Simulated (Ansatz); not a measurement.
# doublet GeH3Br+: levels of theory compared

We compute a comparison of 6 runs (UHF/STO-3G, UHF/aug-cc-pVDZ, UB3LYP/aug-cc-pVDZ, RPA@PBE0/aug-cc-pVDZ, UCCSD/aug-cc-pVDZ, UCCSD(T)/aug-cc-pVDZ) of doublet GeH3Br+. 

The calculation is run with Ansatz 0.2.0.

50 further runs of the same task are left out: 8 that didn't finish, 42 set aside as unsound or not needed.

## (1) The system as given

The species is GeH3Br+ (5 atoms), meant as a doublet with charge +1. SMILES of the parent species: `[GeH3][Br]`. The shape is that of a PBE0-D4/def2-TZVP optimisation. That shape belongs to the parent species and isn't relaxed for this state.

Bond lengths: Ge1–Br2 2.309 Å, Ge1–H3 1.532 Å, Ge1–H4 1.532 Å, Ge1–H5 1.532 Å. Angles: Br2–Ge1–H3 107.2°, Br2–Ge1–H4 107.2°, Br2–Ge1–H5 107.2°, H3–Ge1–H4 111.7°, H3–Ge1–H5 111.7°, H4–Ge1–H5 111.7°.

## (2) The energy at UHF/STO-3G (run 1)

in.yaml

```yaml
crystal:
  periodic: [false, false, false]
  atoms:
    - symbol: Ge
      position_ang: [0.139040, 0.013690, -0.129150]
    - symbol: Br
      position_ang: [-1.548450, -0.152490, 1.438270]
    - symbol: H
      position_ang: [0.128210, 1.452190, -0.655100]
    - symbol: H
      position_ang: [-0.172230, -0.995930, -1.238090]
    - symbol: H
      position_ang: [1.453450, -0.317450, 0.584070]
basis:
  gaussian: {orbitals: STO-3G}
hamiltonian: {xc: hf}
accuracy: high
total_charge: 1
magnetization: {spin_polarized: true, initial_magnetization: 1}
output: {orbitals: {seedname: orbitals}}
```

Started as:

```console
ansatz run in.yaml --threads 1 --pin off --max-ram 3480MiB --events-out events.jsonl --progress --plain --runs-dir runs
```

The program printed:

```text
Warning: RAYON_NUM_THREADS=1 ignored (pool sized by the plan → 1); use --threads N
Functional definition: HF
  name "HF"
  exchange = exact_x
  correlation = 0
529 factors; integrals over basis functions are off by at most 7.8e-9 eV
mean field evaluation 1: about -125112.5479 eV, gradient 1.1e1 eV
mean field evaluation 2: about -125112.5728 eV, gradient 1.1e1 eV
mean field evaluation 4: about -125115.8767 eV, gradient 3.4e0 eV
mean field evaluation 8: about -125116.4096 eV, gradient 5.8e-2 eV
mean field evaluation 16: about -125116.4086 eV, gradient 3.0e-3 eV
mean field evaluation 32: about -125116.4086 eV, gradient 2.1e-7 eV
mean field evaluation 64: about -125116.4086 eV, gradient 1.0e-4 eV
mean field evaluation 96: about -125115.9386 eV, gradient 3.9e0 eV
mean field evaluation 128: about -125116.4086 eV, gradient 2.5e-4 eV
mean field evaluation 160: about -125116.4086 eV, gradient 1.3e-2 eV
mean field evaluation 192: about -125116.4086 eV, gradient 2.2e-5 eV
mean field -125116.40858657 eV, -4597.9432086086 hartree, gradient 2.6e-8 eV, S^2 0.752312; 4 other end points of the search recorded, 0 dependent functions left out
reference -125116.40858657 eV, -4597.9432086086 hartree; 35, 34 occupied and 4, 5 virtual orbitals, 529 factors
Total energy: -125116.40858657 eV, -4597.9432086086 hartree
```

Run time: 5.1 s. Hardware: 1 thread of Arm Neoverse V1, shared host; peak memory 0.16 GiB.

## (3) The energy at UHF/aug-cc-pVDZ (run 2)

run.yaml

```yaml
crystal:
  periodic: [false, false, false]
  atoms:
    - symbol: Ge
      position_ang: [0.139040, 0.013690, -0.129150]
    - symbol: Br
      position_ang: [-1.548450, -0.152490, 1.438270]
    - symbol: H
      position_ang: [0.128210, 1.452190, -0.655100]
    - symbol: H
      position_ang: [-0.172230, -0.995930, -1.238090]
    - symbol: H
      position_ang: [1.453450, -0.317450, 0.584070]
basis:
  gaussian:
    orbitals: aug-cc-pVDZ
total_charge: 1
magnetization:
  spin_polarized: true
  initial_magnetization: 1
hamiltonian:
  xc: hf
accuracy: high
output:
  orbitals: {seedname: orbitals}
```

Started as:

```console
ansatz run run.yaml --threads 1 --pin off --max-ram 3480MiB --events-out events.jsonl --progress --plain --runs-dir runs
```

The program printed, cut to the lines that bear on the results:

```text
Warning: RAYON_NUM_THREADS=1 ignored (pool sized by the plan → 1); use --threads N
[... 2 set-up lines as earlier in the session ...]
[...]
1967 factors; integrals over basis functions are off by at most 4.5e-9 eV
[...]
mean field -126509.63009722 eV, -4649.1431547656 hartree, gradient 3.9e-8 eV, S^2 0.758531; 1 other end points of the search recorded, 0 dependent functions left out
reference -126509.63009722 eV, -4649.1431547656 hartree; 35, 34 occupied and 64, 65 virtual orbitals, 1967 factors
Total energy: -126509.63009722 eV, -4649.1431547656 hartree
```

It took 62 s on 1 thread of Arm Neoverse V1, shared host; peak memory 0.59 GiB.

Runs 3 to 5 aren't shown in full; the table further down has their settings and results.

## (4) The energy at UCCSD(T)/aug-cc-pVDZ (run 6)

Changes to run.yaml since step 3:

```diff
@@ -20,6 +20,7 @@
   initial_magnetization: 1
-hamiltonian:
-  xc: hf
+correlation:
+  method: ccsd_t
+  frozen_orbitals: {Br: 9, Ge: 9, H: 0}
 accuracy: high
-output:
-  orbitals: {seedname: orbitals}
+scf:
+  omitted_lower_state_checks: [cluster_reference, increment]
```

Started as:

```console
ansatz run run.yaml --threads 1 --pin off --max-ram 3480MiB --events-out events.jsonl --progress --plain --runs-dir runs
```

The program printed, cut to the lines that bear on the results:

```text
Warning: RAYON_NUM_THREADS=1 ignored (pool sized by the plan → 1); use --threads N
[... 2 set-up lines as earlier in the session ...]
[...]
1967 factors; integrals over basis functions are off by at most 4.5e-9 eV
[...]
mean field -126509.63009722 eV, -4649.1431547656 hartree, gradient 5.8e-10 eV, S^2 0.758531; 7 other end points of the search recorded, 0 dependent functions left out
18 core orbitals not correlated: weight in the atoms' cores, before any rotation towards them, 1.000 or more for the frozen orbitals, at most 0.000 for the correlated occupied ones
reference -126509.63009722 eV, -4649.1431547656 hartree; 17, 16 occupied and 64, 65 virtual orbitals, 1967 factors
second order -6.42472581 eV of doubles, -0.00000000 eV of singles
cycle   1  -7.10840232 eV  change   -6.8e-1 eV  update   7.2e-2
[...]
cycle  34  -7.43854961 eV  change   -2.3e-9 eV  update   1.9e-9
perturbative correction -0.20537491 eV, -0.0075473886 hartree
Total energy: -126517.27402173 eV, -4649.4240638102 hartree
Checks for a lower state left out: cluster_reference, increment
```

It took 5.6 min on 1 thread of Arm Neoverse V1, shared host; peak memory 1.2 GiB.

## (5) The series

| run | level | frozen core orbitals | energy (Eh) | ⟨S²⟩ | wall time |
| --- | --- | --- | --- | --- | --- |
| 1 | UHF/STO-3G | – | -4597.943209 | 0.752 | 5.1 s |
| 2 | UHF/aug-cc-pVDZ | – | -4649.143155 | 0.759 | 62 s |
| 3 | UB3LYP/aug-cc-pVDZ | – | -4652.620453 | 0.754 | 2.8 min |
| 4 | RPA@PBE0/aug-cc-pVDZ | 18 | -4649.521893 | 0.755 | 3.3 min |
| 5 | UCCSD/aug-cc-pVDZ | 18 | -4649.416516 | 0.759 | 4.8 min |
| 6 | UCCSD(T)/aug-cc-pVDZ | 18 | -4649.424064 | 0.759 | 5.6 min |

## (6) Summary of results

| quantity | value |
| --- | --- |
| run 6: total energy | -4649.42406 Eh |
| run 6: correlation energy (18 core orbitals frozen) | -280.9 mEh |
| run 6: (T) correction | -7.55 mEh |
| run 6: ⟨S²⟩ of the reference determinant | 0.759 |
| run 6: T1 diagnostic | 0.016 |

**Reading.** Below the UHF energy at the same shape and in the same basis (aug-cc-pVDZ): UCCSD -273.4 mEh; UCCSD(T) -280.9 mEh. In run 1 the basis is minimal, so the values are rough. All runs together took 18 min, the longest 5.6 min.
